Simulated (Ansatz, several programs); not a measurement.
SiC3 as one 4-atom ordering (P-4m2) on the diamond lattice, relaxed with r2SCAN in Ansatz (plane waves, PAW): the symmetry is P-4m2 (No. 115, tetragonal); a = 2.796 Å, c = 4.090 Å in the conventional setting, 8.00 Å³ an atom. Around C lie 2 C at 1.65 Å and 2 Si at 1.82 Å; around C lie 4 C at 1.65 Å; around Si lie 4 C at 1.82 Å. The cell was then scaled with its shape and fractional coordinates held, which makes it stiffer than a relaxed compression. The cell comes from a prototype generator: it can be a known phase or a hypothetical one. Spin polarisation is off.

```tsv
V (Å³/atom)	E (meV/atom)
7.516	29.44
7.996	0.00
8.236	6.34
8.476	24.22
```

**Question.** Pass a cubic E = c₀ + c₁u + c₂u² + c₃u³, with u = V − 8.056 Å³, through these points.

**Answer.** c₀ = 0.40, c₁ = +13.501, c₂ = 112.381, c₃ = -22.6056 (meV and Å³).

**Question.** Where is the minimum, and what bulk modulus follows?

**Answer.** dE/du = 0 at u = -0.059, so V₀ = 8.00 Å³. B = V₀ d²E/dV² = 8.00 × (2c₂ + 6c₃u) = 8.00 × 232.766 = 1861 meV/Å³, and 1 meV/Å³ is 0.16022 GPa: 298 GPa. A third-order Birch-Murnaghan fit to all five points gives 8.00 Å³ and 296 GPa.

**Question.** Predict the energy and the pressure at the withheld volume, 7.756 Å³.

**Answer.** With u = -0.300: E ≈ 7.07 meV and P = −dE/dV ≈ +9.62 GPa. The run gives 7.00 meV and, from its stress, +9.58 GPa.
